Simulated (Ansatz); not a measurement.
# ClF2HO2W: up Jacob's ladder to CCSD(T)

One table from this session's results is given with a row withheld; the runs are named, their logs left out.

The runs use Ansatz 0.2.0, Gaussian basis; functionals in def2-TZVPP, the program's frozen cores in correlated methods.

Levels to be run: LDA (SPW92), PBE-D4, revPBE-D4, BLYP-D4, r2SCAN-D4, B97M-V, PBE0-D4, B3LYP-D4, r2SCANh-D4, r2SCAN0-D4, HSE06-D4, BHLYP-D4, CAM-B3LYP-D4, LC-ωPBE, ωB97X-V, ωB97M-V, B2PLYP, PBE-QIDH; CCSD(T)/def2-SVP; CCSD(T)/def2-TZVPP; MP2/def2-QZVPP; extrapolation to the limit; RPA on PBE.

### The geometry

All runs share one geometry, relaxed beforehand with PBE0-D4 in a triple-zeta def2 set. W takes the def2 core potential; no spin-orbit term is included.

7 atoms, charge 0, spin multiplicity 1.

Atoms are counted from 1 here; the program's logs count them from 0.

Bond lengths: O1–W2 1.675 Å, W2–O3 1.865 Å, W2–F4 1.853 Å, W2–F5 1.862 Å, W2–Cl6 2.304 Å, O3–H7 0.959 Å. Angles: O1–W2–O3 106.1°, O1–W2–F4 106.7°, O1–W2–F5 105.4°, O1–W2–Cl6 102.3°, O3–W2–F4 86.6°, O3–W2–F5 148.5°, O3–W2–Cl6 87.6°, F4–W2–F5 85.3°, F4–W2–Cl6 150.9°, F5–W2–Cl6 85.0°, W2–O3–H7 131.6°.

Coordinates:

```
O    -1.7656   -0.2973    0.3223
W    -0.2495    0.0418   -0.3033
O     0.9659   -0.9190    0.7340
F     0.0690   -1.2076   -1.6341
F    -0.5489    1.2299   -1.7048
Cl    0.3636    1.9165    0.8876
H     1.2268   -0.8324    1.6526
```

Set-up of the first run:

The input, in.yaml:

```yaml
crystal:
  periodic: [false, false, false]
  atoms:
    - {symbol: O, position_ang: [-1.765597, -0.297297, 0.322262]}
    - {symbol: W, position_ang: [-0.249506, 0.041835, -0.303265]}
    - {symbol: O, position_ang: [0.965909, -0.919034, 0.734009]}
    - {symbol: F, position_ang: [0.069017, -1.207581, -1.634124]}
    - {symbol: F, position_ang: [-0.548927, 1.229905, -1.704821]}
    - {symbol: Cl, position_ang: [0.363609, 1.916505, 0.887622]}
    - {symbol: H, position_ang: [1.226795, -0.832432, 1.652616]}
basis:
  gaussian: {orbitals: def2-TZVPP}
hamiltonian: {xc: lda}
output: {orbitals: {seedname: orbitals}}
```

Command:

```sh
$ ansatz run in.yaml --threads 4 --pin off --events-out ev --progress --plain --max-ram 10444MiB
```

Steps of the session up to this table: LDA; PBE-D4 (GGA); revPBE-D4 (GGA); BLYP-D4 (GGA); r2SCAN-D4 (meta-GGA); B97M-V (meta-GGA); PBE0-D4 (hybrid); B3LYP-D4 (hybrid); r2SCANh-D4 (hybrid); r2SCAN0-D4 (hybrid); HSE06-D4 (hybrid); BHLYP-D4 (hybrid); CAM-B3LYP-D4 (range-separated); LC-ωPBE (range-separated); ωB97X-V (range-separated); ωB97M-V (range-separated); B2PLYP (double hybrid); PBE-QIDH (double hybrid).

One of the session's tables, all rows but one given; the rest of the session is left out.

It belongs to the step «Orbital energies across the functionals». 

```
  functional  HOMO (eV)  LUMO (eV)  gap (eV)
 LDA (SPW92)      -8.26      -4.84      3.42
      PBE-D4      -8.04      -4.57      3.47
   revPBE-D4      -7.96      -4.47      3.49
     BLYP-D4      -7.90      -4.49      3.42
   r2SCAN-D4      -8.44      -4.58      3.86
      B97M-V      -8.51      -4.55      3.97
     PBE0-D4      -9.55      -3.89      5.66
    B3LYP-D4          ?          ?         ?
  r2SCANh-D4      -8.99      -4.30      4.69
  r2SCAN0-D4      -9.82      -3.87      5.94
    HSE06-D4      -9.14      -4.27      4.87
    BHLYP-D4     -10.93      -3.02      7.90
CAM-B3LYP-D4     -10.93      -2.81      8.13
     LC-ωPBE     -12.31      -1.58     10.73
     ωB97X-V     -11.94      -1.67     10.27
     ωB97M-V     -11.80      -1.69     10.11
```

Q: Estimate the row for B3LYP-D4 from the others.

Worked estimate for «HOMO (eV)». Against the share of exact exchange, BLYP-D4 (0, -7.90), BHLYP-D4 (0.5, -10.93) give a slope of -6.06 per unit share; at 0.2 the line stands at -9.11.

**Answer.** HOMO (eV): -9.27; LUMO (eV): -4.12; gap (eV): 5.15. In «HOMO (eV)» the line misses by +0.16.
